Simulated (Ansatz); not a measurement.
# CH2BFS: shape, modes and thermochemistry

The task is to find a stationary geometry of CH2BFS, then compute its harmonic vibrations to see whether it is a minimum and to get the zero-point energy and entropy, and look at its orbitals and charge.

Computed with Ansatz 0.2.0, Gaussian basis. Level: RKS PBE0-D4/def2-TZVP.

The runs, in order: relaxation at PBE-D4/def2-SVP; relaxation at PBE0-D4/def2-TZVP; harmonic vibrations at the same level; a single point in def2-TZVPP for the fields.

## (1) The system as given

SMILES `FB1CS1`, 6 atoms, charge 0, spin multiplicity 1.

Atoms are counted from 1 here; the program's logs count them from 0.

Bond lengths: F1–B2 1.486 Å, B2–C3 1.562 Å, B2–S4 1.963 Å, C3–S4 1.629 Å, C3–H5 1.137 Å, C3–H6 1.126 Å. Angles: F1–B2–C3 142.9°, F1–B2–S4 150.8°, C3–B2–S4 53.6°, B2–C3–S4 75.9°, B2–C3–H5 113.0°, B2–C3–H6 114.6°, S4–C3–H5 113.1°, S4–C3–H6 116.4°, H5–C3–H6 117.2°, B2–S4–C3 50.5°.

The start is a force-field geometry with small random shifts, so a cheaper pass at PBE-D4/def2-SVP comes first.

## (2) Relaxation at PBE-D4/def2-SVP (cheap first pass)

in.yaml

```yaml
crystal:
  periodic: [false, false, false]
  atoms:
    - {symbol: F, position_ang: [-0.238300, -2.216200, 0.542000]}
    - {symbol: B, position_ang: [-0.232600, -0.900900, -0.149800]}
    - {symbol: C, position_ang: [0.254100, 0.576600, -0.012300]}
    - {symbol: S, position_ang: [-1.166900, 0.698400, -0.798600]}
    - {symbol: H, position_ang: [1.149800, 0.812000, -0.671800]}
    - {symbol: H, position_ang: [0.275900, 0.966100, 1.044200]}
basis:
  gaussian: {orbitals: def2-SVP}
hamiltonian: {xc: pbe, dispersion: d4}
relax: {f_tol: 0.03, max_steps: 200}
```

Run with:

```sh
$ ansatz run in.yaml --threads 2 --pin off --events-out ev --progress --plain --max-ram 4352MiB
```

The program printed, shortened:

```text
Functional definition: PBE
  name "PBE"
  cite "Perdew, Burke & Ernzerhof, Phys. Rev. Lett. 77, 3865 (1996) doi:10.1103/PhysRevLett.77.3865"
  parent pbe
[...]
781 factors; their error is unknown
[...]
mean field -15280.87641518 eV, -561.5618505079 hartree, gradient 1.6e-5 eV, S^2 0.000000; 0 other end points of the search recorded, 0 dependent functions left out
[...]
reference -15280.87644095 eV, -561.5618514549 hartree; 19, 19 occupied and 51, 51 virtual orbitals, 781 factors
relax step   1: F+E_penalty+E_count = -15280.98183785 eV  Δ(F+E_penalty+E_count) = +0.000e0 eV  max|allowed force component| = 6.913e0 eV/Å  Δτ_max = 0.0000 Å  (27 SCF iters, accepted)
[...]
relax step   7: F+E_penalty+E_count = -15283.10385916 eV  Δ(F+E_penalty+E_count) = -1.285e-3 eV  max|allowed force component| = 4.727e-2 eV/Å  Δτ_max = 0.0099 Å  (31 SCF iters, accepted)
[...]
relax step   8: F+E_penalty+E_count = -15283.10398376 eV  Δ(F+E_penalty+E_count) = -1.246e-4 eV  max|allowed force component| = 1.381e-2 eV/Å  Δτ_max = 0.0056 Å  (32 SCF iters, accepted)
781 factors; their error is unknown
mean field -15282.99641242 eV, -561.6397589695 hartree, gradient 5.7e-6 eV, S^2 0.000000; 1 other end points of the search recorded, 0 dependent functions left out
[...]
reference -15282.99644002 eV, -561.6397599839 hartree; 19, 19 occupied and 51, 51 virtual orbitals, 781 factors
Total energy: -15283.10401136 eV, -561.6437131574 hartree
Atom 0 at    -0.293199    -2.108026     0.294750 Å, force     0.002599    -0.007578    -0.005246 eV/Å
Atom 1 at    -0.325765    -0.822554    -0.010334 Å, force    -0.006697     0.009400     0.013813 eV/Å
Atom 2 at     0.394998     0.527421     0.081888 Å, force    -0.002513    -0.000806     0.006703 eV/Å
Atom 3 at    -1.317134     0.392844    -0.809660 Å, force     0.003460    -0.001856    -0.009141 eV/Å
Atom 4 at     1.222511     0.798195    -0.598638 Å, force    -0.001484     0.003028    -0.007174 eV/Å
Atom 5 at     0.360589     1.148120     0.995694 Å, force     0.004635    -0.002188     0.001046 eV/Å
Dipole moment:     0.192267     0.135568     0.072909 e Å
```

Wall time 11 s (2 threads of Arm Neoverse V1, shared host).

Step by step:

| step | energy from step 1 (eV) | largest force component (eV/Å) |
| --- | --- | --- |
| 1 | 0.0000 | 6.9134 |
| 2 | -1.5095 | 3.5667 |
| 3 | -2.0375 | 1.4935 |
| 4 | -2.1034 | 0.5033 |
| 5 | -2.1086 | 0.5166 |
| 6 | -2.1207 | 0.1536 |
| 7 | -2.1220 | 0.0473 |
| 8 | -2.1221 | 0.0138 |

Distances of close pairs at the start and the end, largest changes first:

| bond | before (Å) | after (Å) | change (Å) |
| --- | --- | --- | --- |
| C3–S4 | 1.629 | 1.935 | +0.306 |
| B2–S4 | 1.963 | 1.760 | -0.202 |
| F1–B2 | 1.486 | 1.322 | -0.165 |
| C3–H5 | 1.137 | 1.105 | -0.032 |
| B2–C3 | 1.562 | 1.533 | -0.029 |
| C3–H6 | 1.126 | 1.105 | -0.021 |

## (3) Geometry optimisation, PBE0-D4/def2-TZVP

in.yaml

```yaml
crystal:
  periodic: [false, false, false]
  atoms:
    - {symbol: F, position_ang: [-0.293199, -2.108026, 0.294750]}
    - {symbol: B, position_ang: [-0.325765, -0.822554, -0.010334]}
    - {symbol: C, position_ang: [0.394998, 0.527421, 0.081888]}
    - {symbol: S, position_ang: [-1.317134, 0.392844, -0.809660]}
    - {symbol: H, position_ang: [1.222511, 0.798195, -0.598638]}
    - {symbol: H, position_ang: [0.360589, 1.148120, 0.995694]}
basis:
  gaussian: {orbitals: def2-TZVP}
hamiltonian: {xc: pbe0, dispersion: d4}
relax: {f_tol: 0.005, max_steps: 150}
```

The command is unchanged.

The program printed, shortened:

```text
Functional definition: PBE0
  name "PBE0"
  cite "Adamo & Barone, J. Chem. Phys. 110, 6158 (1999) doi:10.1063/1.478522"
  cite "Perdew, Burke & Ernzerhof, Phys. Rev. Lett. 77, 3865 (1996) doi:10.1103/PhysRevLett.77.3865"
  parent pbe
[...]
864 factors; their error is unknown
[...]
mean field -15293.00562971 eV, -562.0075909201 hartree, gradient 4.6e-5 eV, S^2 0.000000; 0 other end points of the search recorded, 0 dependent functions left out
[...]
reference -15293.00565489 eV, -562.0075918458 hartree; 19, 19 occupied and 123, 123 virtual orbitals, 864 factors
relax step   1: F+E_penalty+E_count = -15293.09476119 eV  Δ(F+E_penalty+E_count) = +0.000e0 eV  max|allowed force component| = 6.915e-1 eV/Å  Δτ_max = 0.0000 Å  (27 SCF iters, accepted)
[...]
864 factors; their error is unknown
[...]
mean field -15293.03635403 eV, -562.0087200181 hartree, gradient 2.4e-5 eV, S^2 0.000000; 1 other end points of the search recorded, 0 dependent functions left out
[...]
reference -15293.03637912 eV, -562.0087209402 hartree; 19, 19 occupied and 123, 123 virtual orbitals, 864 factors
Total energy: -15293.12578472 eV, -562.0120065357 hartree
Atom 0 at    -0.281898    -2.086723     0.294345 Å, force     0.000051    -0.000252     0.000076 eV/Å
Atom 1 at    -0.325683    -0.816470    -0.009438 Å, force    -0.000109     0.000975    -0.000312 eV/Å
Atom 2 at     0.385702     0.526151     0.078141 Å, force    -0.000380    -0.001030     0.000133 eV/Å
Atom 3 at    -1.292947     0.399633    -0.799368 Å, force     0.000135    -0.000271     0.000112 eV/Å
Atom 4 at     1.202231     0.783419    -0.590735 Å, force    -0.000010     0.000320     0.000246 eV/Å
Atom 5 at     0.354595     1.129991     0.980755 Å, force     0.000313     0.000258    -0.000255 eV/Å
Dipole moment:     0.210241     0.158092     0.078531 e Å
```

Run time: 20 s. Hardware: 2 threads of Arm Neoverse V1, shared host.

The steps of the relaxation:

| step | energy from step 1 (eV) | largest force component (eV/Å) |
| --- | --- | --- |
| 1 | 0.0000 | 0.6915 |
| 2 | -0.0252 | 0.3191 |
| 3 | -0.0305 | 0.0855 |
| 4 | -0.0309 | 0.0243 |
| 5 | -0.0310 | 0.0122 |
| 6 | -0.0310 | 0.0087 |
| 7 | -0.0310 | 0.0010 |

Distances of close pairs at the start and the end, largest changes first:

| bond | before (Å) | after (Å) | change (Å) |
| --- | --- | --- | --- |
| C3–S4 | 1.935 | 1.898 | -0.037 |
| C3–H6 | 1.105 | 1.086 | -0.019 |
| C3–H5 | 1.105 | 1.086 | -0.019 |
| B2–S4 | 1.760 | 1.743 | -0.017 |
| F1–B2 | 1.322 | 1.307 | -0.015 |
| B2–C3 | 1.533 | 1.522 | -0.011 |

Mulliken charges at the end point, from the run's report:

| atom | value (e) |
| --- | --- |
| F1 | -0.23 |
| B2 | 0.39 |
| C3 | -0.31 |
| S4 | -0.14 |
| H5 | 0.15 |
| H6 | 0.15 |

## (4) Harmonic vibrations

in.yaml

```yaml
crystal:
  periodic: [false, false, false]
  atoms:
    - {symbol: F, position_ang: [-0.281898, -2.086723, 0.294345]}
    - {symbol: B, position_ang: [-0.325683, -0.816470, -0.009438]}
    - {symbol: C, position_ang: [0.385702, 0.526151, 0.078141]}
    - {symbol: S, position_ang: [-1.292947, 0.399633, -0.799368]}
    - {symbol: H, position_ang: [1.202231, 0.783419, -0.590735]}
    - {symbol: H, position_ang: [0.354595, 1.129991, 0.980755]}
basis:
  gaussian: {orbitals: def2-TZVP}
hamiltonian: {xc: pbe0, dispersion: d4}
phonons: {temperatures: {t_min: 298.15, t_max: 900, t_step: 200}}
```

The command is unchanged.

The program printed, shortened:

```text
Functional definition: PBE0
  name "PBE0"
  cite "Adamo & Barone, J. Chem. Phys. 110, 6158 (1999) doi:10.1063/1.478522"
  cite "Perdew, Burke & Ernzerhof, Phys. Rev. Lett. 77, 3865 (1996) doi:10.1103/PhysRevLett.77.3865"
  parent pbe
[...]
864 factors; their error is unknown
[...]
mean field -15293.03635400 eV, -562.0087200170 hartree, gradient 4.4e-5 eV, S^2 0.000000; 0 other end points of the search recorded, 0 dependent functions left out
[...]
reference -15293.03637908 eV, -562.0087209390 hartree; 19, 19 occupied and 123, 123 virtual orbitals, 864 factors
[...]
864 factors; their error is unknown
mean field -15293.03634613 eV, -562.0087197279 hartree, gradient 1.5e-6 eV, S^2 0.000000; 0 other end points of the search recorded, 0 dependent functions left out
[...]
reference -15293.03637121 eV, -562.0087206497 hartree; 19, 19 occupied and 123, 123 virtual orbitals, 864 factors
[...]
reference -15293.03630096 eV, -562.0087180680 hartree; 19, 19 occupied and 123, 123 virtual orbitals, 864 factors
Total energy: -15293.12578469 eV, -562.0120065344 hartree
Atom 0 at    -0.281898    -2.086723     0.294345 Å, force     0.000049    -0.000247     0.000075 eV/Å
Atom 1 at    -0.325683    -0.816470    -0.009438 Å, force    -0.000104     0.000976    -0.000311 eV/Å
Atom 2 at     0.385702     0.526151     0.078141 Å, force    -0.000391    -0.001045     0.000127 eV/Å
Atom 3 at    -1.292947     0.399633    -0.799368 Å, force     0.000138    -0.000271     0.000114 eV/Å
Atom 4 at     1.202231     0.783419    -0.590735 Å, force    -0.000008     0.000323     0.000246 eV/Å
Atom 5 at     0.354595     1.129991     0.980755 Å, force     0.000316     0.000263    -0.000250 eV/Å
Dipole moment:     0.210241     0.158092     0.078530 e Å
Vibrations: 360.21 373.42 526.10 736.39 862.49 906.94 932.01 1046.33 1430.77 1562.81 3121.05 3199.37 cm⁻¹, zero-point energy 0.933470 eV
```

Run time: 62 s. Hardware: 2 threads of Arm Neoverse V1, shared host.

Motions are named by where the mode's potential energy lies. Wavenumbers, unscaled:

| mode | cm⁻¹ | motion |
| --- | --- | --- |
| 1 | 360 | bend |
| 2 | 373 | out-of-plane bend |
| 3 | 526 | bend with C–S stretch |
| 4 | 736 | B–S and C–S stretch |
| 5 | 862 | bend |
| 6 | 907 | bend with B–C stretch |
| 7 | 932 | bend |
| 8 | 1046 | bend |
| 9 | 1431 | bend |
| 10 | 1563 | B–F stretch |
| 11 | 3121 | C–H stretch |
| 12 | 3199 | C–H stretch |

Ideal gas, rigid rotor and harmonic oscillator at 298.15 K and 1 bar, with symmetry number 1:

| term | value |
| --- | --- |
| zero-point energy | 21.5 kcal/mol |
| H(298) − E | 24.6 kcal/mol |
| entropy, translation | 162.9 J/(mol K) |
| entropy, rotation | 103.6 J/(mol K) |
| entropy, vibration | 14.9 J/(mol K) |
| entropy, total | 281.4 J/(mol K) |

## (5) Orbitals, density and potential

Edit in.yaml of step 4 so:

```diff
@@ -10,4 +10,4 @@
 basis:
-  gaussian: {orbitals: def2-TZVP}
+  gaussian: {orbitals: def2-TZVPP}
 hamiltonian: {xc: pbe0, dispersion: d4}
-phonons: {temperatures: {t_min: 298.15, t_max: 900, t_step: 200}}
+output: {orbitals: {seedname: orbitals}}
```

Same command.

The program printed:

```text
Functional definition: PBE0
  name "PBE0"
  cite "Adamo & Barone, J. Chem. Phys. 110, 6158 (1999) doi:10.1063/1.478522"
  cite "Perdew, Burke & Ernzerhof, Phys. Rev. Lett. 77, 3865 (1996) doi:10.1103/PhysRevLett.77.3865"
  parent pbe
  parameter a = 0.25
  parameter kappa = 0.804
  parameter beta = 0.06672455060314922
  exchange = (1 - a)*pbe_x(kappa = kappa, mu = beta*pi^2/3) + a*exact_x
  correlation = pbe_c(beta = beta)
938 factors; their error is unknown
mean field evaluation 1: about -15287.3946 eV, gradient 5.2e1 eV
mean field evaluation 2: about -15281.1504 eV, gradient 7.0e1 eV
mean field evaluation 4: about -15293.0094 eV, gradient 3.5e0 eV
mean field evaluation 8: about -15293.0392 eV, gradient 5.7e-2 eV
mean field evaluation 16: about -15293.0560 eV, gradient 2.9e-5 eV
mean field -15293.05603832 eV, -562.0094434024 hartree, gradient 2.9e-5 eV, S^2 0.000000; 0 other end points of the search recorded, 0 dependent functions left out
reference -15293.05606363 eV, -562.0094443328 hartree; 19, 19 occupied and 144, 144 virtual orbitals, 938 factors
Total energy: -15293.14546924 eV, -562.0127299282 hartree
```

Run time: 2.2 s. Hardware: 2 threads of Arm Neoverse V1, shared host.

Orbitals, density, ELF and potential are computed afterwards from the orbital file.

Frontier orbitals at PBE0-D4/def2-TZVPP, with the share of their density that lies nearest to each atom:

| orbital | energy (eV) | lies on |
| --- | --- | --- |
| HOMO-1 | -8.34 | S4 35 %; C3 26 %; B2 23 % |
| HOMO | -7.71 | S4 74 %; B2 10 % |
| LUMO | -0.49 | B2 53 %; S4 22 %; F1 11 % |

ELF in a plane through or near 4 of the atoms.

Ten even steps from '0' (0.00) to '9' (0.95):
```
0000000000000000000000000000
0000000000000110000000000000
0000000000134543200000000000
0000000001367887521000000000
0000000002589988742100000000
0000000013687223764200000000
0000000002585483575300000000
0000000002587325885200000000
0000000013578767863101000000
0000000135622661614566410000
0000000146646694628788720000
0000000035644898368258720000
0000000012345785247888510000
0000000000112441025665200000
0000000000000100001221000000
0000000000000000000000000000
0000000000000000000000000000
0000000000000000000000000000
0000000000000000000000000000
0000000000000000000000000000
```
The map spans 9.3 Å across and 8.3 Å up, centred on the molecule. Atoms in the plane (x, y in Å): F1 (2.0, -0.6), B2 (0.9, 0.0), C3 (-0.6, -0.2), S4 (0.1, 1.6).

On the surface of density 0.002 e/bohr³ the electrostatic potential runs, from the 1st to the 99th percentile, from -0.51 V near F1 to 1.38 V near B2.

## (6) What came out

```
                  quantity            value
               point group               Cs
                     steps            8 + 7
shift from the start (rms)          0.222 Å
              total energy   -15293.1258 eV
           dispersion term          -89 meV
             dipole moment           1.32 D
lowest, highest wavenumber   360, 3199 cm⁻¹
         zero-point energy    21.5 kcal/mol
       entropy at 298.15 K  281.4 J/(mol K)
                HOMO, LUMO  -7.71, -0.49 eV
```

The relaxed geometry lies 0.22 Å (rms) from the start; the bond that changed most is C3–S4, from 1.629 to 1.898 Å. All wavenumbers are real, so the end point is a minimum. The stiffest mode, 3199 cm⁻¹, is a C–H stretch. Harmonic hybrid wavenumbers usually lie a few per cent above measured fundamentals. The largest Mulliken charge, +0.39 e, sits on B2. The HOMO lies mostly on S4 74 %; B2 10 % and the LUMO on B2 53 %; S4 22 %.
